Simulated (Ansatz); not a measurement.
# KFeAs2 (I-4m2) in Ansatz: band structure with RPBE+D3(BJ)+U

Aim: the band structure of KFeAs2 with RPBE+D3(BJ)+U.

Everything below comes from runs of Ansatz 0.2.0. Logs are shortened: lines on timing, memory, paths and dates and some standing lists are left out, and cuts for length are marked.

## 1. The structure

It takes space group I-4m2 (No. 119, tetragonal). The conventional cell has a = 3.961 Å, b = 3.961 Å, c = 12.766 Å, α = 90.00°, β = 90.00°, γ = 90.00°. Around As (site symmetry 2mm) lie 2 Fe at 2.23 Å. Fe (site symmetry -4m2) has 4 As at 2.23 Å as nearest neighbours. Around K (site symmetry -4m2) lie 8 As at 3.54 Å and 4 Fe at 3.76 Å and 4 K at 3.96 Å.

The cell comes from a database or a generator and needn't be the stable form of this composition.

## 2. Band structure, RPBE+D3(BJ)+U, non-collinear spin, ferromagnetic start

Input file input.yaml:

```yaml
crystal:
  lattice:
    - [-1.980368, 1.980368, 6.383019]
    - [1.980368, -1.980368, 6.383019]
    - [1.980368, 1.980368, -6.383019]
  atoms:
    - { symbol: As, position: [0.330738, 0.330738, 0.0] }
    - { symbol: As, position: [0.669262, 0.669262, 0.0] }
    - { symbol: Fe, position: [0.25, 0.75, 0.5], spin: 3.0, spin_axis: [3.0, 0.0, 0.0] }
    - { symbol: K, position: [0.0, 0.0, 0.0] }
hamiltonian:
  xc: rpbe
  pseudopotentials: { kind: paw }
  dispersion: d3bj
  hubbard: { sites: [{ species: Fe, l: d, u_eff: 4.5 }] }
magnetization:
  noncollinear: true
  spin_orbit: false
kpoints:
  mp_grid: { grid: [7, 7, 7] }
  band_path:
    path:
      - [[0.0, 0.0, 0.0], [-0.5, 0.5, 0.0], [-0.5, 0.5, -0.0481292983], [-0.2740646492, 0.2740646492, -0.2740646492], [0.0, 0.0, 0.0], [0.5, 0.5, -0.5], [0.2740646492, 0.7259353508, -0.7259353508], [0.0, 0.5, -0.5], [-0.25, 0.75, -0.25], [0.0481292983, 0.9518707017, -0.5], [0.5, 0.5, -0.5]]
      - [[-0.5, 0.5, 0.0], [-0.25, 0.75, -0.25]]
    npoints: 14
scf:
  occupations: { method: gaussian, width: 0.05 }
  n_extra_bands: 10
output:
  forces: true
  stress: true
  eigenvalues: true
  fatbands: false
```

Potentials or basis: Ansatz PAW.

Run with:

```console
$ ansatz run input.yaml --threads 2 --pin off --max-ram 5632MiB --backend cpu --events-out ev --progress --plain --runs-dir out
```

The program printed:

```text
Warning: RAYON_NUM_THREADS=2 ignored (pool sized by the plan → 2); use --threads N
As: projections on atomic orbitals take those of the free atom [Ar] 3d10 4s2 4p3, of charge +0.00 (hamiltonian.pseudopotentials.projection_atoms); the dataset's partial waves leave at most 1.7e-6 of an orbital's norm unspanned inside its sphere
Fe: projections on atomic orbitals take those of the free atom [Ne] 3s2 3p6 3d6 4s2, of charge +0.00 (hamiltonian.pseudopotentials.projection_atoms); the dataset's partial waves leave at most 1.1e-6 of an orbital's norm unspanned inside its sphere
K: projections on atomic orbitals take those of the free atom [Ne] 3s2 3p6 4s1, of charge +0.00 (hamiltonian.pseudopotentials.projection_atoms); the dataset's partial waves leave at most 2.3e-7 of an orbital's norm unspanned inside its sphere
scf.n_extra_bands = 10 over 55 filled bands (N_el = 55.0): the run solves 65 bands
Engine: ansatz 0.2.0, x86_64-unknown-linux-gnu
Pseudopotentials: kind: paw
Pseudopotential: As, paw, valence charge 15, recommended cutoff 420 eV (normal), As.paw.azcp
Pseudopotential: Fe, paw, valence charge 16, recommended cutoff 420 eV (normal), Fe.paw.azcp
Pseudopotential: K, paw, valence charge 9, recommended cutoff 420 eV (normal), K.paw.azcp
Functional definition: RPBE
  parameter kappa = 0.804
  parameter beta = 0.06672455060314922
  exchange = rpbe_x(kappa = kappa, mu = beta*pi^2/3)
  correlation = pbe_c(beta = beta)
this run first makes a single point of its starting geometry on two collinear spin channels, or without spin where it has no moments, for its own SCFs to start from. `scf.lower_state_search: off` leaves that single point out
Crystal: 4 atoms, lattice volume = 100.133 Å³
Basis set: ecut = 420 eV, 1977 PW (Γ), exchange–correlation on 96×96×96 points (8 copies of the dense FFT grid, shifted against one another)
Bands: 35, of which v1, the nominal top of the filled ones, is band 28 counted from 1 (27 counted from 0)
Symmetry: 8 space group operations
Space group: I-4m2 (ITA 119), of the structure as read, at distance tolerance 4.6e-5 Å
Magnetic group: BNS 119.315 (UNI 975), of the structure as read, at distance tolerance 4.6e-5 Å
k-points: 40 of 343 (time reversal used)
Non-local potential: As, projectors of the file, l = 0: 2, l = 1: 2, l = 2: 3, l = 3: 1
Non-local potential: Fe, projectors of the file, l = 0: 3, l = 1: 2, l = 2: 3, l = 3: 1
[... 86 lines left out ...]
  E_vxc        = -474.417466  (∫ρ·V_xc dr)
  E_hubbard    = 2.622825  (on-site DFT+U / exact-exchange correction)
  E_vhub       = -9.937131  (the Hubbard potential's part of the band-sum identity)
  E_paw        = -5840.129481  (= ΣΔE_a)
  E_vpaw       = 137.381918  (= ΣTr[D̂ρ^β])
  E_aug_tail   = 0.000919  (compensation charges beyond the density's cutoff)
  E_ewald      = -4609.394727
  E_disp       = -5.253134  (pairwise vdW)
  E_core_change = -0.565734  (= ΣΔE_core)
  E_smearing   = -0.001926  (= −TS)
  E_closure    = -0.000000  (closes the sum)
  Σ components = -15753.428405   (vs F -15753.428405, Δ=0.00e0)
--- Hubbard shell moments (per corrected site; Tr N, ν in electrons; μ in μ_B) ---
  shell 0: Tr N=6.7479  μ_S=(+2.6102, -0.0000, +0.0000)  μ_L=(-0.0000, +0.0000, +0.0000)  μ=(+2.6102, +0.0000, +0.0000)  ν=0.0000 along (+1.000, +0.000, +0.000)
--- Forces (eV/Å), atoms counted from 1 ---
  atom   1  As     0.00000000     0.00000000     0.76472294
  atom   2  As     0.00000000     0.00000000    -0.76472294
  atom   3  Fe     0.00000000     0.00000000    -0.00000004
  atom   4  K      0.00000000     0.00000000     0.00000002
  max |Σ_I F_I| component: 1.70e-8 eV/Å
--- Stress (GPa, compression-positive) ---
       -2.736770       0.000000       0.000000
        0.000000      -2.736770       0.000000
        0.000000       0.000000      -8.498061
  P = ⅓ Tr σ = -4.6572 GPa (-46.572 kbar)
--- Band table (eV; the first three rows and the last of 112) ---
  k-point 0: bands = ["-80.6712", "-77.8030", "-46.7704", "-46.7704", "-46.5392", "-43.9307", "-43.9307", "-43.7542", "-27.5406", "-27.5396", "-27.5226", "-27.5226", "-27.5112", "-27.5105", "-27.5087", "-27.5046", "-27.4895", "-27.4895", "-27.4838", "-27.4785", "-27.4761", "-27.4761", "-27.4709", "-27.4697", "-27.4501", "-27.4501", "-27.4421", "-27.4413", "-22.9733", "-22.9722", "-6.4316", "-6.4291", "-6.3749", "-6.3749", "-6.3719", "-6.3719", "-4.0237", "-3.9284", "-2.2164", "-2.1899", "2.3492", "2.8634", "2.8866", "2.8866", "3.2657", "4.5825", "4.7955", "4.7955", "5.1856", "5.6835", "6.6197", "6.6197", "6.8378", "6.8378", "9.5390", "9.6482", "9.9169", "9.9169", "10.3128", "10.5401", "10.5401", "11.0823", "11.3747", "11.4806", "11.7288"]
  k-point 1: bands = ["-80.6712", "-77.8030", "-46.7707", "-46.7707", "-46.5390", "-43.9311", "-43.9311", "-43.7540", "-27.5400", "-27.5392", "-27.5232", "-27.5222", "-27.5106", "-27.5100", "-27.5083", "-27.5051", "-27.4904", "-27.4891", "-27.4830", "-27.4789", "-27.4775", "-27.4766", "-27.4707", "-27.4698", "-27.4514", "-27.4506", "-27.4421", "-27.4414", "-22.9686", "-22.9675", "-6.4208", "-6.4182", "-6.4131", "-6.4113", "-6.4058", "-6.4025", "-3.7610", "-3.6611", "-2.2373", "-2.2327", "2.4506", "2.7207", "2.8014", "2.8280", "3.6045", "4.3772", "4.8547", "4.9862", "5.1965", "5.7032", "6.0583", "6.1301", "6.1493", "6.8591", "8.7045", "8.9082", "8.9723", "9.4838", "9.9364", "10.0264", "10.6814", "11.0211", "12.5173", "12.6329", "12.6837"]
  k-point 2: bands = ["-80.6712", "-77.8029", "-46.7714", "-46.7714", "-46.5386", "-43.9319", "-43.9319", "-43.7534", "-27.5386", "-27.5382", "-27.5244", "-27.5212", "-27.5093", "-27.5090", "-27.5077", "-27.5061", "-27.4918", "-27.4882", "-27.4819", "-27.4803", "-27.4799", "-27.4776", "-27.4706", "-27.4701", "-27.4545", "-27.4518", "-27.4421", "-27.4417", "-22.9582", "-22.9571", "-6.4965", "-6.4932", "-6.4749", "-6.4710", "-6.3777", "-6.3769", "-3.1243", "-3.0130", "-2.3103", "-2.2584", "2.3175", "2.6795", "2.7598", "2.8291", "3.7940", "4.1217", "4.8238", "4.9777", "5.0519", "5.4135", "5.4446", "5.8327", "5.9757", "6.8888", "7.5444", "7.6181", "7.9239", "8.3266", "9.4961", "10.0620", "10.0812", "10.6573", "12.1868", "12.5898", "13.5989"]
  k-point 111: bands = ["-80.6712", "-77.8029", "-46.7714", "-46.7704", "-46.5389", "-43.9319", "-43.9307", "-43.7538", "-27.5396", "-27.5389", "-27.5228", "-27.5227", "-27.5102", "-27.5097", "-27.5079", "-27.5054", "-27.4903", "-27.4896", "-27.4823", "-27.4793", "-27.4790", "-27.4761", "-27.4707", "-27.4699", "-27.4532", "-27.4501", "-27.4421", "-27.4415", "-22.9657", "-22.9645", "-6.5128", "-6.5102", "-6.4001", "-6.3989", "-6.3631", "-6.3600", "-3.5264", "-3.4284", "-2.3352", "-2.3145", "2.5187", "2.6701", "2.7245", "2.9165", "3.7625", "4.1605", "4.6482", "4.8245", "4.8652", "5.2032", "5.7698", "6.2334", "7.0201", "7.4026", "7.7339", "8.3848", "9.2703", "9.4887", "9.6361", "9.9710", "10.6934", "11.1095", "12.2946", "12.5974", "12.9367"]
Occupation matrices written to <dir>
```

occupation_matrices:

```text
# The occupation matrices of the corrected shells as a run of Ansatz 0.0.0 ended. An entry of
# hamiltonian.hubbard.sites starts from them by `starting_ns: <path of this file>`, where that key's refused
[... 32 lines left out ...]
      - [[-3.987136979911538e-10, -0.0], [0.0, -0.0], [1.0842021724855044e-19, -8.358841100806118e-10], [0.18115181835185576, -0.0], [0.0, -0.0], [6.453306289248041e-10, 5.421010862427522e-20], [0.0, -0.0], [-1.0842021724855044e-19, 1.0290604519027002e-9], [0.6906695198194823, 0.0], [0.0, 0.0]]
      - [[0.0, -4.0389678347315804e-28], [8.470329472543003e-22, -5.246619741580089e-10], [0.0, -0.0], [0.0, -0.0], [0.4096883770088444, -0.0], [0.0, -0.0], [-1.3552527156068805e-20, 5.938156885019988e-10], [0.0, -0.0], [0.0, -0.0], [0.5615479290185409, 0.0]]
```

Run time: 76 s. Hardware: 2 threads of Intel Xeon 6975P-C (Granite Rapids), shared host; peak memory 1.6 GiB.

What came out:

- Free energy: -15753.4284 eV
- Pressure: -4.7 GPa
- Largest force: 0.765 eV/Å
- Band gap on the k mesh: none (metal or under the smearing width)
- Net moment: 2.18 μB per cell
- Absolute moment: 3.18 μB per cell

Forces in eV/Å, atoms in the order of the input:
```
As   0.000  0.000  0.765
As   0.000  0.000 -0.765
Fe   0.000  0.000  0.000
K    0.000  0.000  0.000
```

Levels at the corners of the path, in eV from the Fermi level:
| point | band 51 | band 52 | band 53 | band 54 | band 55 | band 56 | band 57 | band 58 | band 59 | band 60 |
| --- | --- | --- | --- | --- | --- | --- | --- | --- | --- | --- |
| Γ | -1.19 | -1.19 | -0.97 | -0.97 | 1.73 | 1.84 | 2.11 | 2.11 | 2.50 | 2.73 |
| X | -1.69 | -1.52 | -1.46 | -1.17 | -1.11 | -0.73 | -0.64 | -0.51 | -0.46 | 0.36 |
| Y | -1.91 | -1.46 | -1.44 | -1.12 | -0.97 | -0.70 | -0.54 | -0.54 | -0.39 | 0.43 |
| S | -2.17 | -1.03 | -0.67 | 0.18 | 0.28 | 0.56 | 0.96 | 1.21 | 1.30 | 1.34 |
| Γ | -1.19 | -1.19 | -0.97 | -0.97 | 1.73 | 1.84 | 2.11 | 2.11 | 2.50 | 2.73 |
| Z | -1.16 | -0.98 | -0.95 | -0.95 | 0.39 | 1.69 | 1.73 | 2.11 | 2.11 | 2.56 |
| S1 | -2.17 | -1.03 | -0.67 | 0.18 | 0.28 | 0.56 | 0.96 | 1.21 | 1.30 | 1.34 |
| N | -2.31 | -1.04 | -0.66 | 0.17 | 0.39 | 0.46 | 0.94 | 1.08 | 1.18 | 1.32 |
| P | -1.66 | -1.60 | -1.46 | -1.17 | -1.09 | -0.77 | -0.64 | -0.51 | -0.46 | 0.36 |
| Y1 | -1.91 | -1.46 | -1.44 | -1.12 | -0.97 | -0.70 | -0.54 | -0.54 | -0.39 | 0.43 |
| Z | -1.16 | -0.98 | -0.95 | -0.95 | 0.39 | 1.69 | 1.73 | 2.11 | 2.11 | 2.56 |
| X | -1.69 | -1.52 | -1.46 | -1.17 | -1.11 | -0.73 | -0.64 | -0.51 | -0.46 | 0.36 |
| P | -1.66 | -1.60 | -1.46 | -1.17 | -1.09 | -0.77 | -0.64 | -0.51 | -0.46 | 0.36 |

Moments on the atoms (μB; x, y, z):
```
As  -0.08  0.00  0.00
As  -0.08  0.00  0.00
Fe   2.40  0.00  0.00
K    0.00  0.00  0.00
```

Caveat: the magnetic or orbital state may not be the lowest; a cell with one magnetic atom can't hold antiferromagnetic order, which such compounds often take; pairwise dispersion overbinds metals, which lowers pressure and volume; the PAW data sets come from PBE, with cores solved anew for the run's functional, which leaves a small shift of forces and pressure; the U is typed as a test and isn't derived for this compound. The state reached can hang on the start; a lower one may exist.
